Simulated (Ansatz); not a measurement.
# YB6 (Pm-3m): cell relaxations under several functionals from a Python script

Wanted for YB6 (Pm-3m): cell relaxations under several functionals.

The COD entry's cell or inner coordinates are ideal or old and differ from later refinements, so a difference from it is no clean test against experiment.

Computed with Ansatz 0.2.0, driven from Python. The levels of theory stand in the script.

## (1) The structure

Symmetry: Pm-3m, No. 221, cubic system. The conventional cell has a = 4.113 Å, b = 4.113 Å, c = 4.113 Å, α = 90.00°, β = 90.00°, γ = 90.00°. Y (site symmetry m-3m) has 24 B at 3.03 Å as nearest neighbours. B (site symmetry 4mm) has 5 B at 1.70 Å as nearest neighbours.

The script holds or builds the structure itself.

## (2) Script

Input file run_lattice.py:

```python
"""Relaxed cell of YB6 under several functionals."""

import logging
import sys

import ansatz as az
import numpy as np

logging.basicConfig(stream=sys.stdout, format="%(levelname)s:%(name)s:%(message)s")
log = logging.getLogger("ansatz_job")
log.setLevel(logging.INFO)

KMESH = (6, 6, 6)
SMEARING = "Fermi-Dirac"
SIGMA = 0.15

def edges_and_angles(cell):
    cell = np.asarray(cell)
    a, b, c = np.linalg.norm(cell, axis=1)
    cosines = cell[1] @ cell[2] / (b * c), cell[0] @ cell[2] / (a * c), cell[0] @ cell[1] / (a * b)
    return (a, b, c, *np.degrees(np.arccos(cosines)))


def main() -> None:
    cell = (
        az.Lattice.of((4.113, 0.0, 0.0), (0.0, 4.113, 0.0), (0.0, 0.0, 4.113))
        .atom("Y", (0.0, 0.0, 0.0))
        .atom("B", (0.207, 0.5, 0.5))
        .atom("B", (0.5, 0.207, 0.5))
        .atom("B", (0.793, 0.5, 0.5))
        .atom("B", (0.5, 0.793, 0.5))
        .atom("B", (0.5, 0.5, 0.207))
        .atom("B", (0.5, 0.5, 0.793))
    )

    base = (
        cell.calculation()
        .kpoints(*KMESH, center="gamma")
        .occupations(SMEARING, width=SIGMA)
        .relax(cell=True)
    )

    levels = [("lda", "none"), ("pbesol", "none"), ("blyp", "d3bj")]
    log.info("level            a       b       c    alpha   beta  gamma  V/atom  steps")
    for name, dispersion in levels:
        seen = []
        run = base.functional(name, dispersion=dispersion).session().plan()
        result = run.execute(on_event=lambda e: seen.append(e) if e["event"] == "relax_step" else None)
        cell = result.lattice.cell_ang
        label = name if dispersion == "none" else f"{name}+{dispersion}"
        print("{:13s} {:7.4f} {:7.4f} {:7.4f} {:6.2f} {:6.2f} {:6.2f}".format(label, *edges_and_angles(cell)), f"{abs(np.linalg.det(cell)) / len(result.lattice.sites):7.3f} {len(seen):5d}")


if __name__ == "__main__":
    main()
```

## (3) Running it

Run with:

```console
python run_lattice.py
```

Standard output:

```text
INFO:ansatz_job:level            a       b       c    alpha   beta  gamma  V/atom  steps
DeckWarning: basis.ecutwfc = 420 eV, auto-derived from the records' recommended cutoffs: set by Y (normal level)
lda            4.0415  4.0415  4.0415  90.00  90.00  90.00   9.431     8
pbesol         4.0763  4.0763  4.0763  90.00  90.00  90.00   9.676     7
blyp+d3bj      4.0549  4.0549  4.0549  90.00  90.00  90.00   9.524     8
```

(Warnings from the package without file and line.)

Run time: 37 s. Hardware: 1 thread of Arm Neoverse V1, shared host; peak memory 0.43 GiB.

## (4) The runs side by side

From the records of these 3 runs:

```csv
run,functional,dispersion,energy (eV/atom),final volume (Å³/atom),SCF cycles in all,CPU time (s)
1,lda,none,-663.8712,9.43,35,12
2,pbesol,none,-673.4163,9.68,32,11
3,blyp,d3bj,-686.5128,9.52,37,13
```

Energies are free energies F = E - TS of the smeared occupations. Totals under unlike functionals or potentials can't be compared directly.

## (5) How the relaxation of run 1 went

The steps of the relaxation:

| step | E - E(step 1) (eV/cell) | largest force component (eV/Å) | pressure (GPa) | volume (Å³) |
| --- | --- | --- | --- | --- |
| 1 | 0.0000 | 1.9557 | -6.39 | 69.58 |
| 2 | -0.2568 | 0.8034 | 0.08 | 66.28 |
| 3 | -0.2830 | 0.0257 | 1.06 | 65.69 |
| 4 | -0.2836 | 0.0105 | 0.11 | 66.02 |
| 5 | -0.2835 | 0.0001 | 0.00 | 66.05 |
| 6 | -0.2786 | 0.0013 | -0.11 | 66.05 |
| 7 | -0.2787 | 0.0001 | 0.00 | 66.01 |
| 8 | -0.2786 | 0.0001 | 0.00 | 66.01 |

Step 1 is the start. Steps 6, 8 each repeat the geometry before them on a plane-wave basis chosen anew, so the energy can jump there without any move.

|  | before | after | change |
| --- | --- | --- | --- |
| a (Å) | 4.113 | 4.042 | -1.7 % |
| b (Å) | 4.113 | 4.042 | -1.7 % |
| c (Å) | 4.113 | 4.042 | -1.7 % |
| volume (Å³/atom) | 9.94 | 9.43 | -5.1 % |
| shortest distance (Å) | 1.703 | 1.609 | -5.5 % |
| space group (0.01 Å) | Pm-3m | Pm-3m | same |

The run keeps the 48 symmetry operations of the start, so it could not have lowered the symmetry.

## (6) Path of the relaxation of run 3

The steps of the relaxation:

| step | E - E(step 1) (eV/cell) | largest force component (eV/Å) | pressure (GPa) | volume (Å³) |
| --- | --- | --- | --- | --- |
| 1 | 0.0000 | 2.1475 | -4.41 | 69.58 |
| 2 | -0.2463 | 0.9602 | 0.76 | 66.73 |
| 3 | -0.2835 | 0.0182 | 1.17 | 66.28 |
| 4 | -0.2842 | 0.0079 | 0.05 | 66.69 |
| 5 | -0.2842 | 0.0071 | -0.01 | 66.71 |
| 6 | -0.2798 | 0.0055 | -0.11 | 66.71 |
| 7 | -0.2799 | 0.0001 | 0.00 | 66.67 |
| 8 | -0.2798 | 0.0000 | 0.00 | 66.67 |

Step 1 is the start. Steps 6, 8 each repeat the geometry before them on a plane-wave basis chosen anew, so the energy can jump there without any move.

|  | before | after | change |
| --- | --- | --- | --- |
| a (Å) | 4.113 | 4.055 | -1.4 % |
| b (Å) | 4.113 | 4.055 | -1.4 % |
| c (Å) | 4.113 | 4.055 | -1.4 % |
| volume (Å³/atom) | 9.94 | 9.52 | -4.2 % |
| shortest distance (Å) | 1.703 | 1.609 | -5.5 % |
| space group (0.01 Å) | Pm-3m | Pm-3m | same |

The run keeps the 48 symmetry operations of the start, so it could not have lowered the symmetry.

## (7) Outcome

| quantity | value |
| --- | --- |
| runs compared | 3 |
| relaxed volume | 9.43 (lda) to 9.68 Å³/atom (pbesol) |

In words: From smallest to largest: LDA (9.43 Å³ an atom, -5.1 % against the start), BLYP+D3BJ (9.52 Å³ an atom, -4.2 % against the start) and PBEsol (9.68 Å³ an atom, -2.7 % against the start). The spread is 2.6 % in volume. In run 1, over 5 moves the cell shrank by 5.1 % in volume, and the space group stayed Pm-3m. In run 3, the volume shrank by 4.2 % over 5 moves, and the space group stayed Pm-3m. BLYP and dispersion corrections can be off by several per cent in the lattices of metals, and by several GPa in the pressure at a fixed cell. The mesh is modest for a metal, so energies can be off by several to tens of meV an atom and pressures by half a GPa or more; differences at equal mesh fare better. Of the deposited cell: the entry's cell lengths or inner coordinates differ somewhat from later room-temperature determinations.
